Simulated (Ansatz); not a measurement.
# C2H11BSi2: the cost of one run

Method: RKS PBE0-D4/def2-SVP, in Ansatz 0.2.0.

## Step 1: The system as given

Bond lengths (14 of 15 bonds, heavy atoms first): C1–B2 1.563 Å, B2–Si3 1.937 Å, Si3–Si4 2.161 Å, Si4–C5 1.886 Å, C1–H6 1.186 Å, C1–H7 1.098 Å, C1–H8 1.053 Å, B2–H9 1.214 Å, Si3–H10 1.518 Å, Si3–H11 1.449 Å, Si4–H12 1.441 Å, Si4–H13 1.557 Å, C5–H14 1.116 Å, C5–H15 1.120 Å. Angles (14 of 27 angles, heavy atoms first): C1–B2–Si3 120.7°, B2–Si3–Si4 111.9°, Si3–Si4–C5 109.8°, C1–B2–H9 120.0°, Si3–B2–H9 119.4°, B2–C1–H6 106.6°, B2–C1–H7 110.5°, B2–C1–H8 111.3°, B2–Si3–H10 108.0°, B2–Si3–H11 109.6°, Si4–Si3–H10 108.4°, Si4–Si3–H11 110.3°, Si3–Si4–H12 113.6°, Si3–Si4–H13 110.5°.

As a file:

```xyz
16

C    -0.3995   -2.3722   -0.4542
B     0.6940   -1.5912    0.3439
Si    1.4390    0.0554   -0.3533
Si   -0.0683    1.5876   -0.5816
C    -1.0031    1.8109    1.0412
H    -1.3196   -1.6339   -0.5803
H    -0.0420   -2.6098   -1.4652
H    -0.7233   -3.2229    0.0744
H     1.0766   -2.0099    1.4176
H     2.4822    0.5526    0.6314
H     2.0890   -0.2035   -1.6227
H     0.4622    2.8586   -1.0044
H    -1.1623    1.1292   -1.5905
H    -1.4742    0.8672    1.4047
H    -0.2729    2.1495    1.8194
H    -1.8007    2.6100    0.9639
```

## Step 2: End point A

input.yaml

```yaml
crystal:
  periodic: [false, false, false]
  atoms:
    - { symbol: C, position_ang: [-0.3995, -2.3722, -0.4542] }
    - { symbol: B, position_ang: [0.694, -1.5912, 0.3439] }
    - { symbol: Si, position_ang: [1.439, 0.0554, -0.3533] }
    - { symbol: Si, position_ang: [-0.0683, 1.5876, -0.5816] }
    - { symbol: C, position_ang: [-1.0031, 1.8109, 1.0412] }
    - { symbol: H, position_ang: [-1.3196, -1.6339, -0.5803] }
    - { symbol: H, position_ang: [-0.042, -2.6098, -1.4652] }
    - { symbol: H, position_ang: [-0.7233, -3.2229, 0.0744] }
    - { symbol: H, position_ang: [1.0766, -2.0099, 1.4176] }
    - { symbol: H, position_ang: [2.4822, 0.5526, 0.6314] }
    - { symbol: H, position_ang: [2.089, -0.2035, -1.6227] }
    - { symbol: H, position_ang: [0.4622, 2.8586, -1.0044] }
    - { symbol: H, position_ang: [-1.1623, 1.1292, -1.5905] }
    - { symbol: H, position_ang: [-1.4742, 0.8672, 1.4047] }
    - { symbol: H, position_ang: [-0.2729, 2.1495, 1.8194] }
    - { symbol: H, position_ang: [-1.8007, 2.61, 0.9639] }
basis:
  gaussian: { orbitals: def2-SVP }
hamiltonian:
  xc: pbe0
  dispersion: d4
relax:
  f_tol: 0.015
  max_steps: 40
```

On the command line:

```console
> ansatz run input.yaml --threads 2 --pin off --max-ram 3072MiB --backend cpu --events-out ev --progress --plain --runs-dir out
```

**Question.** How long does this run take on 2 threads of Arm Neoverse V2, shared host, and how much memory does it need?

About 86 s, with a peak of 0.33 GiB.
